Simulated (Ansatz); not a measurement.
**NbH2: one contact scaled**

One table from this session's results is given with a row withheld; the runs are named, their logs left out.

Method: DFT, r2SCAN, PAW with Ansatz's default frozen-core files, scalar-relativistic, in Ansatz 0.2.0.

## The structure to begin with

It takes space group Fm-3m (No. 225, cubic). Conventional cell: a = 4.563 Å, b = 4.563 Å, c = 4.563 Å, α = 90.00°, β = 90.00°, γ = 90.00°. Nb (site symmetry m-3m) has 8 H at 1.98 Å as nearest neighbours. H (site symmetry -43m) has 4 Nb at 1.98 Å as nearest neighbours.

Structure file:

```cif
data_structure
_symmetry_space_group_name_H-M 'P 1'
_symmetry_Int_Tables_number 1
_cell_length_a 3.2265
_cell_length_b 3.2265
_cell_length_c 3.2265
_cell_angle_alpha 60.000
_cell_angle_beta 60.000
_cell_angle_gamma 60.000
_cell_volume 23.75
loop_
_atom_site_label
_atom_site_type_symbol
_atom_site_fract_x
_atom_site_fract_y
_atom_site_fract_z
_atom_site_occupancy
Nb1 Nb 0.00000 0.00000 0.00000 1
H1 H 0.25000 0.25000 0.25000 1
H2 H 0.75000 0.75000 0.75000 1
```

Atoms are numbered in the order of the input: Nb1, H2, H3.

Set-up of the first run:

The input, input.yaml:

```yaml
crystal:
  lattice:
    - [0.0, 2.2815, 2.2815]
    - [2.2815, 0.0, 2.2815]
    - [2.2815, 2.2815, 0.0]
  atoms:
    - { symbol: Nb, position: [0.0, 0.0, 0.0] }
    - { symbol: H, position: [0.25, 0.25, 0.25] }
    - { symbol: H, position: [0.75, 0.75, 0.75] }
kpoints:
  mp_grid: { grid: [11, 11, 11] }
scf:
  occupations: { method: fermi_dirac, width: 0.05 }
hamiltonian:
  xc: r2scan
  pseudopotentials: { kind: paw }
output:
  forces: true
  stress: true
  eigenvalues: true
  efg: { contact_densities: true }
  populations: true
```

Launch:

```bash
ansatz run input.yaml --threads 1 --pin off --max-ram 3072MiB --backend cpu --events-out ev --progress --plain --runs-dir out
```

Steps of the session up to this table: Shortest bond scaled by 1, PAW; Shortest bond scaled by 1.1, PAW; Shortest bond scaled by 0.82, PAW; Shortest bond scaled by 0.76, PAW; Shortest bond scaled by 0.7, PAW; Shortest bond scaled by 0.7, PAW (cutoff 600 eV).

One table of the session follows, with a row left open; its other results are not shown here.

```
             method  length (Å)  F from the given length (eV/cell)  force along the bond (eV/Å)  pressure (GPa)  largest force (eV/Å)
                PAW       1.383                              2.234                       11.237           24.74                11.590
                PAW       1.502                              1.177                        6.894           13.47                 7.173
                PAW       1.620                                  ?                            ?               ?                     ?
                PAW       1.976                              0.000                        0.000           -1.94                 0.000
                PAW       2.173                              0.085                       -0.813           -0.54                 1.032
PAW (cutoff 600 eV)       1.383                                  –                       11.233           24.72                11.586
```

Estimate the missing values for PAW, 1.620.

The run gave: F from the given length (eV/cell): 0.545; force along the bond (eV/Å): 3.957; pressure (GPa): 5.82; largest force (eV/Å): 4.165.

To keep in mind: Warnings in the runs' records: gradients without spin orbit.
